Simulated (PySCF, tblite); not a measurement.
# C₆H₄O: geometry, infrared bands, NMR shifts and spin-spin couplings

Wanted: the infrared bands, NMR shifts and spin-spin couplings of C₆H₄O (`C#Cc1ccoc1`), by calculation.

Computed with tblite 0.8.0 and PySCF 2.14.0, with density-fitted response routines of our own, on a single molecule in the gas phase. Atoms are numbered from 0 throughout.

### Step 1. The molecule as given

11 atoms, charge 0, multiplicity 1; geometry from: force field or distance geometry start.

Bonds of the start (Å): C0–C1 1.21, C1–C2 1.41, C2–C3 1.41, C3–C4 1.37, C4–O5 1.36, O5–C6 1.37, C6–C2 1.38, C0–H7 1.06, C3–H8 1.09, C4–H9 1.08, C6–H10 1.07.

### Step 2. Relaxing the molecule with GFN2-xTB

Job settings and geometry (Å):

```
{"job": {"kind": "relax", "xc": "GFN2-xTB", "basis": "xTB"}, "charge": 0, "multiplicity": 1}
C      2.820900    -0.229000    -0.274000
C      1.627500    -0.092500    -0.103000
C      0.243000     0.050300     0.123300
C     -0.728100    -0.953500     0.325800
C     -1.934300    -0.316700     0.494400
O     -1.775000     1.029600     0.376800
C     -0.445300     1.251200     0.151900
H      3.865200    -0.335900    -0.428300
H     -0.561200    -2.032100     0.374600
H     -2.949500    -0.650100     0.672600
H     -0.157800     2.281500     0.044900
```

The run is started by

```bash
> OMP_NUM_THREADS=1 python probes_run.py task.json out
```

One launch serves the whole session: the jobs run in the order shown.

**Question.** This job is followed by: GFN2-xTB harmonic vibrations, gas phase; GIAO PBE0/pcSseg-1 NMR shielding, non-relativistic, gas phase; B3LYP/pcJ-1 indirect spin-spin coupling, non-relativistic, gas phase. Predict these results of the whole session: strongest single infrared mode (GFN2-xTB); zero-point energy (GFN2-xTB); 13C shifts against TMS (PBE0/pcSseg-1); 1H shifts against TMS (PBE0/pcSseg-1); 17O shifts against H2O (PBE0/pcSseg-1); surface potential, 1st and 99th percentile; largest coupling of the table (B3LYP/pcJ-1).

As calculated:

| quantity | value |
| --- | --- |
| strongest single infrared mode (GFN2-xTB) | 1250 cm⁻¹, 82 km/mol |
| zero-point energy (GFN2-xTB) | 48.3 kcal/mol |
| 13C shifts against TMS (PBE0/pcSseg-1) | 154.0, 147.4, 122.2, 114.0, 89.8, 79.8 ppm |
| 1H shifts against TMS (PBE0/pcSseg-1) | 7.81, 7.45, 6.83, 2.79 ppm |
| 17O shifts against H2O (PBE0/pcSseg-1) | 303.4 ppm |
| surface potential, 1st and 99th percentile | -0.84 V and 1.38 V |
| largest coupling of the table (B3LYP/pcJ-1) | 1J(C,H) C0–H7, 266.1 Hz |

What this shows: Relaxing lowered the energy by 0.072 eV in 26 steps; the close pair that moved most is O5–C6, from 1.367 to 1.341 Å. No mode is imaginary among the 27: a minimum at this level. The strongest single mode, at 1250 cm⁻¹, is spread over several atoms, C6, O5, C2, H9 among them. Unscaled tight-binding wavenumbers are off by several per cent, some by more. Its intensities can rank the bands wrongly. At PBE0/pcSseg-1: The largest span, 383 ppm, is at O5, where the paramagnetic term is -363 ppm. NICS(1)zz of -26 ppm above the planar ring from C2 marks a diatropic (aromatic) ring current. At PBE0/pcSseg-1, counted by nearest atom on the grid, the HOMO lies on C6 28 %; C0, C2, C4 about 16 % each, the LUMO on C6 28 %; C0, C2 about 14 % each. Of the pairs tabulated at B3LYP/pcJ-1, C0–H7 couples most strongly (266.1 Hz; Fermi contact 267.0 Hz).
